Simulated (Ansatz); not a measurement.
**CHOSSi with multiplicity 2: rotation by 180° about the C2–Si3 bond**

How high is the barrier for the rotation by 180° about the C2–Si3 bond? Relax the two ends, then run a nudged elastic band between them. SMILES of the start: O=C[Si]=S.

Method: UKS BLYP-D4/def2-SVP, in Ansatz 0.2.0.

### Step 1. The system as given

Bond lengths: O1–C2 1.218 Å, C2–Si3 1.884 Å, Si3–S4 1.991 Å, C2–H5 1.107 Å. Angles: O1–C2–Si3 122.1°, O1–C2–H5 120.8°, Si3–C2–H5 115.6°, C2–Si3–S4 146.2°.

Coordinates:

```xyz
5

O     0.4586    0.4863   -1.6960
C     0.1040    0.6780   -0.5467
Si    0.2114   -0.6632    0.7723
S    -0.6995   -2.2051    1.6420
H    -0.0744    1.7041   -0.1715
```

### Step 2. End point A

File input.yaml:

```yaml
crystal:
  periodic: [false, false, false]
  atoms:
    - { symbol: O, position_ang: [0.45855, 0.48627, -1.69601] }
    - { symbol: C, position_ang: [0.104, 0.67795, -0.54674] }
    - { symbol: Si, position_ang: [0.21136, -0.66319, 0.7723] }
    - { symbol: S, position_ang: [-0.69947, -2.20514, 1.64195] }
    - { symbol: H, position_ang: [-0.07444, 1.70411, -0.17151] }
magnetization:
  spin_polarized: true
  initial_magnetization: 1
basis:
  gaussian: { orbitals: def2-SVP }
hamiltonian:
  xc: blyp
  dispersion: d4
relax:
  f_tol: 0.015
  max_steps: 40
```

Started as:

```
$ ansatz run input.yaml --threads 1 --pin off --max-ram 2048MiB --backend cpu --events-out ev --progress --plain --runs-dir out
```

What it wrote, shortened:

```text
Warning: RAYON_NUM_THREADS=1 ignored (pool sized by the plan → 1); use --threads N
[...]
Functional definition: BLYP
[...]
760 factors; their error is unknown
[...]
mean field -21802.89195182 eV, -801.2415006983 hartree, gradient 3.1e-5 eV, S^2 0.754969; 2 other end points of the search recorded, 0 dependent functions left out
[...]
reference -21802.89220455 eV, -801.2415099862 hartree; 23, 22 occupied and 46, 47 virtual orbitals, 760 factors
relax step   1: F+E_penalty+E_count = -21803.16136047 eV  Δ(F+E_penalty+E_count) = +0.000e0 eV  max|allowed force component| = 1.265e0 eV/Å  Δτ_max = 0.0000 Å  (61 SCF iters, accepted)
[...]
relax step   5: F+E_penalty+E_count = -21803.53400279 eV  Δ(F+E_penalty+E_count) = -4.236e-2 eV  max|allowed force component| = 1.862e0 eV/Å  Δτ_max = 0.1358 Å  (40 SCF iters, accepted)
[...]
relax step   9: F+E_penalty+E_count = -21803.58997112 eV  Δ(F+E_penalty+E_count) = -6.603e-3 eV  max|allowed force component| = 1.554e-1 eV/Å  Δτ_max = 0.0461 Å  (36 SCF iters, accepted)
[...]
relax step  13: F+E_penalty+E_count = -21803.59412209 eV  Δ(F+E_penalty+E_count) = -1.413e-3 eV  max|allowed force component| = 3.361e-2 eV/Å  Δτ_max = 0.0359 Å  (35 SCF iters, accepted)
[...]
relax step  17: F+E_penalty+E_count = -21803.59431598 eV  Δ(F+E_penalty+E_count) = +9.045e-6 eV  max|allowed force component| = 5.386e-2 eV/Å  Δτ_max = 0.0022 Å  (29 SCF iters, rejected (line search))
[...]
relax step  18: F+E_penalty+E_count = -21803.59434371 eV  Δ(F+E_penalty+E_count) = -1.868e-5 eV  max|allowed force component| = 3.621e-3 eV/Å  Δτ_max = 0.0011 Å  (26 SCF iters, accepted)
760 factors; their error is unknown
[...]
mean field -21803.30216108 eV, -801.2565756107 hartree, gradient 4.9e-5 eV, S^2 0.752809; 2 other end points of the search recorded, 0 dependent functions left out
[...]
reference -21803.30241289 eV, -801.2565848644 hartree; 23, 22 occupied and 46, 47 virtual orbitals, 760 factors
Total energy: -21803.59459552 eV, -801.2673223780 hartree
Atom 0 at     0.402023     0.421385    -1.666070 Å, force    -0.000438    -0.000720     0.002743 eV/Å
Atom 1 at     0.174965     0.577057    -0.492946 Å, force     0.001649     0.000407    -0.003621 eV/Å
Atom 2 at     0.787824    -0.741598     0.962005 Å, force    -0.000981     0.001629    -0.001082 eV/Å
Atom 3 at    -0.944735    -1.715692     1.294614 Å, force    -0.000128     0.000107    -0.000039 eV/Å
Atom 4 at    -0.420076     1.458848    -0.097614 Å, force    -0.000101    -0.001423     0.001999 eV/Å
Dipole moment:     0.122773     0.361097     0.103656 e Å
```

Wall time 56 s (1 thread of an Arm CPU, shared host); peak memory 0.18 GiB.

The steps of the relaxation:

| step | energy from step 1 (eV) | largest force component (eV/Å) |
| --- | --- | --- |
| 1 | 0.0000 | 1.2648 |
| 2 | -0.1224 | 0.9322 |
| 3 | -0.2737 | 1.8804 |
| 4 | -0.3303 | 1.9797 |
| 5 | -0.3726 | 1.8624 |
| 6 | -0.3900 | 1.5134 |
| 7 | -0.3926 | 1.5937 |
| 8 | -0.4220 | 0.6153 |
| 9 | -0.4286 | 0.1554 |
| 10x | -0.3794 | 0.7373 |
| 11x | -0.4219 | 0.3439 |
| 12 | -0.4313 | 0.0592 |
| 13 | -0.4328 | 0.0336 |
| 14 | -0.4328 | 0.0303 |
| 15 | -0.4329 | 0.0174 |
| 16 | -0.4330 | 0.0221 |
| 17x | -0.4330 | 0.0539 |
| 18 | -0.4330 | 0.0036 |

Step 1 is the start. 3 steps were tried and not accepted (marked x).

After: Bond lengths: O1–C2 1.205 Å, C2–Si3 2.057 Å, Si3–S4 2.015 Å, C2–H5 1.135 Å. Angles: O1–C2–Si3 123.3°, O1–C2–H5 122.6°, Si3–C2–H5 114.1°, C2–Si3–S4 99.8°.

### Step 3. Relaxing end B

The second end starts from a geometry with the move made by hand.

Changes to input.yaml since step 2:

```diff
@@ -6,3 +6,3 @@
     - { symbol: Si, position_ang: [0.21136, -0.66319, 0.7723] }
-    - { symbol: S, position_ang: [-0.69947, -2.20514, 1.64195] }
+    - { symbol: S, position_ang: [1.31073, -1.47654, 2.21914] }
     - { symbol: H, position_ang: [-0.07444, 1.70411, -0.17151] }
@@ -19 +19,3 @@
   max_steps: 40
+output:
+  orbitals: {}
```

Started as:

```
$ ansatz run input.yaml --threads 1 --pin off --max-ram 2048MiB --backend cpu --events-out ev --progress --plain --runs-dir out
```

What it wrote, shortened:

```text
Warning: RAYON_NUM_THREADS=1 ignored (pool sized by the plan → 1); use --threads N
[...]
Functional definition: BLYP
[...]
760 factors; their error is unknown
[...]
mean field -21802.71380401 eV, -801.2349538870 hartree, gradient 2.4e-5 eV, S^2 0.755880; 1 other end points of the search recorded, 0 dependent functions left out
[...]
reference -21802.71405775 eV, -801.2349632118 hartree; 23, 22 occupied and 46, 47 virtual orbitals, 760 factors
relax step   1: F+E_penalty+E_count = -21802.98340148 eV  Δ(F+E_penalty+E_count) = +0.000e0 eV  max|allowed force component| = 2.034e0 eV/Å  Δτ_max = 0.0000 Å  (54 SCF iters, accepted)
[...]
relax step   4: F+E_penalty+E_count = -21803.47242282 eV  Δ(F+E_penalty+E_count) = -9.498e-2 eV  max|allowed force component| = 1.771e0 eV/Å  Δτ_max = 0.1949 Å  (41 SCF iters, accepted)
[...]
relax step  15: F+E_penalty+E_count = -21803.59433825 eV  Δ(F+E_penalty+E_count) = -7.263e-5 eV  max|allowed force component| = 3.715e-3 eV/Å  Δτ_max = 0.0044 Å  (29 SCF iters, accepted)
760 factors; their error is unknown
[...]
mean field -21803.30197080 eV, -801.2565686181 hartree, gradient 2.7e-5 eV, S^2 0.752812; 2 other end points of the search recorded, 0 dependent functions left out
[...]
reference -21803.30222194 eV, -801.2565778471 hartree; 23, 22 occupied and 46, 47 virtual orbitals, 760 factors
Total energy: -21803.59458938 eV, -801.2673221525 hartree
Atom 0 at     0.552471     0.442750    -1.616769 Å, force    -0.000962     0.001005    -0.000077 eV/Å
Atom 1 at     0.192979     0.603925    -0.478040 Å, force     0.000589    -0.003715    -0.001973 eV/Å
Atom 2 at    -0.265255    -0.947727     0.792510 Å, force     0.000349     0.003063    -0.001478 eV/Å
Atom 3 at     1.427577    -1.001867     1.884742 Å, force     0.000859    -0.001219     0.002146 eV/Å
Atom 4 at     0.102427     1.631520    -0.005263 Å, force    -0.000835     0.000866     0.001381 eV/Å
Dipole moment:    -0.305537     0.250986     0.000544 e Å
```

It took 47 s on 1 thread of an Arm CPU, shared host; peak memory 0.18 GiB.

The steps of the relaxation:

| step | energy from step 1 (eV) | largest force component (eV/Å) |
| --- | --- | --- |
| 1 | 0.0000 | 2.0338 |
| 2 | -0.2775 | 2.5788 |
| 3 | -0.3940 | 0.9167 |
| 4 | -0.4890 | 1.7712 |
| 5 | -0.5292 | 1.5549 |
| 6 | -0.5701 | 0.3135 |
| 7 | -0.5936 | 0.2107 |
| 8 | -0.6031 | 0.0917 |
| 9 | -0.6071 | 0.3159 |
| 10 | -0.6089 | 0.1094 |
| 11x | -0.6036 | 0.5582 |
| 12 | -0.6106 | 0.1056 |
| 13 | -0.6108 | 0.0440 |
| 14 | -0.6109 | 0.0412 |
| 15 | -0.6109 | 0.0037 |

Step 1 is the start. 1 step was tried and not accepted (marked x).

After: Bond lengths: O1–C2 1.205 Å, C2–Si3 2.057 Å, Si3–S4 2.015 Å, C2–H5 1.135 Å. Angles: O1–C2–Si3 123.3°, O1–C2–H5 122.6°, Si3–C2–H5 114.1°, C2–Si3–S4 99.7°.

### Step 4. The band

crystal.atoms is end A as relaxed above, and neb.final_atoms is end B, turned to lie on A. With 5 inner images the band has 7 in all.

File input.yaml:

```yaml
crystal:
  periodic: [false, false, false]
  atoms:
    - { symbol: O, position_ang: [0.402023, 0.421385, -1.66607] }
    - { symbol: C, position_ang: [0.174965, 0.577057, -0.492946] }
    - { symbol: Si, position_ang: [0.787824, -0.741598, 0.962005] }
    - { symbol: S, position_ang: [-0.944735, -1.715692, 1.294614] }
    - { symbol: H, position_ang: [-0.420076, 1.458848, -0.097614] }
magnetization:
  spin_polarized: true
  initial_magnetization: 1
basis:
  gaussian: { orbitals: def2-SVP }
hamiltonian:
  xc: blyp
  dispersion: d4
neb:
  order_check: false
  images: 5
  f_tol: 0.03
  max_iterations: 60
  initial_path: idpp
  final_atoms:
    - { symbol: O, position_ang: [1.0952461, 0.7461987, -1.16405303] }
    - { symbol: C, position_ang: [0.07139347, 0.52813206, -0.56732164] }
    - { symbol: Si, position_ang: [-0.51506965, -1.35411826, 0.02012571] }
    - { symbol: S, position_ang: [-0.00822486, -1.27357607, 1.9690237] }
    - { symbol: H, position_ang: [-0.64334406, 1.35336356, -0.25778574] }
```

Started as:

```
$ ansatz run input.yaml --threads 1 --pin off --max-ram 2048MiB --backend cpu --events-out ev --progress --plain --runs-dir out
```

What it wrote, shortened:

```text
Warning: RAYON_NUM_THREADS=1 ignored (pool sized by the plan → 1); use --threads N
[...]
Functional definition: BLYP
[...]
760 factors; their error is unknown
[...]
mean field -21803.30216797 eV, -801.2565758640 hartree, gradient 7.9e-5 eV, S^2 0.752809; 1 other end points of the search recorded, 0 dependent functions left out
[...]
reference -21803.30242089 eV, -801.2565851585 hartree; 23, 22 occupied and 46, 47 virtual orbitals, 760 factors
760 factors; their error is unknown
[...]
mean field -21803.30197919 eV, -801.2565689262 hartree, gradient 7.9e-5 eV, S^2 0.752812; 1 other end points of the search recorded, 0 dependent functions left out
[...]
reference -21803.30223212 eV, -801.2565782212 hartree; 23, 22 occupied and 46, 47 virtual orbitals, 760 factors
NEB end point (image 0): max|allowed force component| = 3.635e-3 eV/Å (the criterion of neb.relax_end_points is 1.000e-2)
[...]
NEB iter   1: max|band force component| = 1.314e0 eV/Å  barrier→ = 0.3303 eV  barrier← = 0.3303 eV  Δτ_max = 0.1792 Å  (410 SCF iters)
[...]
NEB iter   7: max|band force component| = 6.902e-2 eV/Å  barrier→ = 0.0821 eV  barrier← = 0.0821 eV  CI = image 3  Δτ_max = 0.0050 Å  (175 SCF iters)
[...]
NEB iter   8: max|band force component| = 9.200e-3 eV/Å  barrier→ = 0.0820 eV  barrier← = 0.0820 eV  CI = image 3  Δτ_max = 0.0000 Å  (465 SCF iters)
Total energy: -21803.51260565 eV, -801.2643093060 hartree
Atom 0 at     1.218383     1.170177    -1.034748 Å, force    -0.000338    -0.000287     0.000322 eV/Å
Atom 1 at     0.356130     0.653271    -0.375963 Å, force    -0.000193     0.003431    -0.000899 eV/Å
Atom 2 at     0.304848    -1.379357     0.136998 Å, force    -0.003025     0.000379     0.001881 eV/Å
Atom 3 at    -1.349264    -1.670394     1.234010 Å, force     0.001701    -0.000277    -0.001032 eV/Å
Atom 4 at    -0.530096     1.226303     0.039693 Å, force     0.001854    -0.003246    -0.000270 eV/Å
Dipole moment:     0.032740     0.190758    -0.065363 e Å
this run last wrote the band of iteration 8 to <dir>
```

It took 2 min on 1 thread of an Arm CPU, shared host; peak memory 0.24 GiB.

### Step 5. The band, image by image

Images 0 and 6 are the ends. Energies count from image 0; the path length is the program's own measure over all atoms.

| image | path (Å) | energy (eV) | dihedral O1–C2–Si3–S4 (°) | band force (eV/Å) |
| --- | --- | --- | --- | --- |
| 0 | 0.000 | 0.0000 | -102 | - |
| 1 | 0.449 | 0.0252 | -127 | 0.007 |
| 2 | 0.898 | 0.0649 | -153 | 0.004 |
| 3* | 1.347 | 0.0820 | -180 | 0.003 |
| 4 | 1.797 | 0.0649 | 153 | 0.004 |
| 5 | 2.247 | 0.0251 | 127 | 0.009 |
| 6 | 2.697 | 0.0000 | 102 | - |

The star marks the climbing image.

image, energy (eV) and a bar:
```
        0      0.000 
        1      0.025 #########
        2      0.065 ########################
        3      0.082 ##############################
        4      0.065 ########################
        5      0.025 #########
        6      0.000
```

The top of the band by iteration:

| iteration | highest image above image 0 (eV) | largest band force (eV/Å) |
| --- | --- | --- |
| 1 | 0.3303 | 1.314 |
| 2 | 0.2155 | 1.629 |
| 3 | 0.1025 | 0.688 |
| 4 | 0.0881 | 0.457 |
| 5 | 0.0846 | 0.372 |
| 6 | 0.0825 | 0.169 |
| 7 | 0.0821 | 0.069 |
| 8 | 0.0820 | 0.009 |

The band as a trajectory file:

```xyz
5
image=0 dE=0.0000
O     0.402    0.421   -1.666
C     0.175    0.577   -0.493
Si    0.788   -0.742    0.962
S    -0.945   -1.716    1.295
H    -0.420    1.459   -0.098
5
image=1 dE=0.0252
O     0.692    0.719   -1.588
C     0.236    0.597   -0.480
Si    0.698   -0.956    0.805
S    -1.108   -1.684    1.309
H    -0.518    1.323   -0.044
5
image=2 dE=0.0649
O     0.960    0.998   -1.378
C     0.296    0.627   -0.446
Si    0.546   -1.196    0.537
S    -1.249   -1.671    1.299
H    -0.553    1.241   -0.012
5
image=3 dE=0.0820
O     1.218    1.170   -1.035
C     0.356    0.653   -0.376
Si    0.305   -1.379    0.137
S    -1.349   -1.670    1.234
H    -0.530    1.226    0.040
5
image=4 dE=0.0649
O     1.429    1.177   -0.623
C     0.394    0.665   -0.288
Si    0.035   -1.391   -0.286
S    -1.358   -1.713    1.123
H    -0.500    1.261    0.074
5
image=5 dE=0.0251
O     1.543    1.044   -0.218
C     0.402    0.660   -0.214
Si   -0.174   -1.288   -0.599
S    -1.298   -1.757    1.002
H    -0.473    1.341    0.029
5
image=6 dE=0.0000
O     1.585    0.706   -0.314
C     0.385    0.628   -0.253
Si   -0.659   -1.091   -0.690
S    -1.043   -1.738    1.180
H    -0.269    1.495    0.077
```

### Step 6. Vibrations at the top

The geometry is the highest inner image of the first converged band.

File input.yaml:

```yaml
crystal:
  periodic: [false, false, false]
  atoms:
    - { symbol: O, position_ang: [1.218383, 1.170177, -1.034748] }
    - { symbol: C, position_ang: [0.35613, 0.653271, -0.375963] }
    - { symbol: Si, position_ang: [0.304848, -1.379357, 0.136998] }
    - { symbol: S, position_ang: [-1.349264, -1.670394, 1.23401] }
    - { symbol: H, position_ang: [-0.530096, 1.226303, 0.039693] }
magnetization:
  spin_polarized: true
  initial_magnetization: 1
basis:
  gaussian: { orbitals: def2-SVP }
hamiltonian:
  xc: blyp
  dispersion: d4
phonons: {}
```

Started as:

```
$ ansatz run input.yaml --threads 1 --pin off --max-ram 2048MiB --backend cpu --events-out ev --progress --plain --runs-dir out
```

What it wrote, shortened:

```text
Warning: RAYON_NUM_THREADS=1 ignored (pool sized by the plan → 1); use --threads N
[...]
Functional definition: BLYP
[...]
760 factors; their error is unknown
[...]
mean field -21803.23131121 eV, -801.2539719259 hartree, gradient 5.9e-5 eV, S^2 0.752646; 2 other end points of the search recorded, 0 dependent functions left out
[...]
reference -21803.23156475 eV, -801.2539812433 hartree; 23, 22 occupied and 46, 47 virtual orbitals, 760 factors
[...]
760 factors; their error is unknown
[...]
mean field -21803.23119509 eV, -801.2539676588 hartree, gradient 2.1e-6 eV, S^2 0.752646; 0 other end points of the search recorded, 0 dependent functions left out
[...]
reference -21803.23144860 eV, -801.2539769748 hartree; 23, 22 occupied and 46, 47 virtual orbitals, 760 factors
[...]
760 factors; their error is unknown
mean field -21803.23114834 eV, -801.2539659406 hartree, gradient 2.9e-6 eV, S^2 0.752646; 0 other end points of the search recorded, 0 dependent functions left out
[...]
760 factors; their error is unknown
mean field -21803.23130602 eV, -801.2539717353 hartree, gradient 2.9e-6 eV, S^2 0.752645; 0 other end points of the search recorded, 0 dependent functions left out
[...]
reference -21803.23155956 eV, -801.2539810526 hartree; 23, 22 occupied and 46, 47 virtual orbitals, 760 factors
WARN: phonons: modes at or below zero, which the zero-point energy, F, S and C_V leave out: 1, the lowest at -75.63 cm⁻¹. A minimum has none, and a first-order saddle one
Total energy: -21803.51261684 eV, -801.2643097172 hartree
Atom 0 at     1.218383     1.170177    -1.034748 Å, force    -0.000304    -0.000301     0.000303 eV/Å
Atom 1 at     0.356130     0.653271    -0.375963 Å, force    -0.000216     0.003444    -0.000884 eV/Å
Atom 2 at     0.304848    -1.379357     0.136998 Å, force    -0.003017     0.000395     0.001871 eV/Å
Atom 3 at    -1.349264    -1.670394     1.234010 Å, force     0.001692    -0.000302    -0.001020 eV/Å
Atom 4 at    -0.530096     1.226303     0.039693 Å, force     0.001846    -0.003236    -0.000270 eV/Å
Dipole moment:     0.032741     0.190755    -0.065362 e Å
Vibrations: -75.63 137.44 270.35 461.65 639.72 645.78 1197.64 1765.64 2727.65 cm⁻¹, zero-point energy 0.486382 eV
```

Run time: 47 s. Hardware: 1 thread of an Arm CPU, shared host; peak memory 0.24 GiB.

Of 9 modes, 1 is imaginary by more than 30 cm⁻¹ (76i cm⁻¹).

### Step 7. Results

```
                    quantity                     value
                       end A  14 moves, 0.433 eV lower
                       end B  13 moves, 0.611 eV lower
            barrier forwards                  0.082 eV
           barrier backwards                  0.082 eV
second end relative to first                  0.000 eV
               highest image     3 of 0 to 6, climbing
             band iterations                         8
  imaginary modes at the top                  76i cm⁻¹
```

Along this path the system climbs 0.082 eV from the first end (3 kT at 300 K); with a typical attempt rate of 10^13 per second that is roughly 10^12 events a second. The two ends lie within 1 meV of each other. The listed dihedral goes from -102° at end A through -180° at the highest image to 102° at end B; the relaxed ends differ by 157° in it rather than the 180° set up, and other torsions can move along the band as well. One imaginary mode, as a first-order saddle point has. These are electronic energies, with no zero-point or thermal terms.
